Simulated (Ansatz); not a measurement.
# Sr: the cost of one run

Method: DFT PBEsol, scalar-relativistic, plane waves, PAW, in Ansatz 0.2.0.

## (1) The structure to begin with

The structure is monoclinic, space group P2/m (No. 10). Conventional cell: a = 10.539 Å, b = 4.303 Å, c = 26.936 Å, α = 90.00°, β = 90.00°, γ = 90.00°. Sr (site symmetry m) is surrounded by 7 Sr at 4.30 Å. Sr (site symmetry m) is surrounded by 9 Sr at 4.30 Å. Sr (site symmetry m) has 10 Sr at 4.30 Å as nearest neighbours. Around Sr (site symmetry m) lie 12 Sr at 4.30 Å. Around Sr (site symmetry 2/m) lie 12 Sr at 4.30 Å.

Structure file:

```
CELL_PARAMETERS angstrom
4.30253 0.00000 0.00000
0.00000 10.53901 0.00000
0.00000 0.00000 26.93627
ATOMIC_POSITIONS crystal
Sr 0.50000 0.66667 0.31556
Sr 0.00000 0.33333 0.36167
Sr 0.50000 0.00000 0.40778
Sr 0.00000 0.66667 0.45389
Sr 0.50000 0.33333 0.50000
Sr 0.00000 0.00000 0.54611
Sr 0.50000 0.66667 0.59222
Sr 0.00000 0.33333 0.63833
Sr 0.50000 0.00000 0.68444
```

Slab cut from the bulk at the bulk's listed lattice constants, lower half held.

## (2) Relaxing the atoms

input.yaml

```yaml
crystal:
  lattice:
    - [4.30253263, 0.0, 0.0]
    - [0.0, 10.53900955, 0.0]
    - [0.0, 0.0, 26.9362737431]
  atoms:
    - { symbol: Sr, position: [0.5, 0.66666667, 0.3155596086] }
    - { symbol: Sr, position: [0.0, 0.33333333, 0.3616697142] }
    - { symbol: Sr, position: [0.5, 0.0, 0.4077798095] }
    - { symbol: Sr, position: [0.0, 0.66666667, 0.4538899047] }
    - { symbol: Sr, position: [0.5, 0.33333333, 0.5] }
    - { symbol: Sr, position: [0.0, 0.0, 0.5461100953] }
    - { symbol: Sr, position: [0.5, 0.66666667, 0.5922201905] }
    - { symbol: Sr, position: [0.0, 0.33333333, 0.6383302858] }
    - { symbol: Sr, position: [0.5, 0.0, 0.6844403914] }
basis:
  ecutwfc: 420
  fft_grid_basis: typed
kpoints:
  mp_grid: { grid: [6, 3, 1] }
hamiltonian:
  xc: pbesol
scf:
  occupations: { method: gaussian, width: 0.1 }
output:
  forces: true
  eigenvalues: true
efield:
  axis: 3
  dipole_correction: true
  ramp_width: 0.04
relax:
  adjacent_minimum: "off"
  f_tol: 0.04
  max_steps: 40
  constraints: [{ sites: [0, 1, 2, 3] }]
```

On the command line:

```sh
> ansatz run input.yaml --threads 1 --pin off --max-ram 2211MiB --backend cpu --events-out ev --progress --plain --runs-dir out
```

Q: Estimate wall time and peak memory on 1 thread of Arm Neoverse V1, shared host.

About 3.7 min, with a peak of 1.1 GiB.
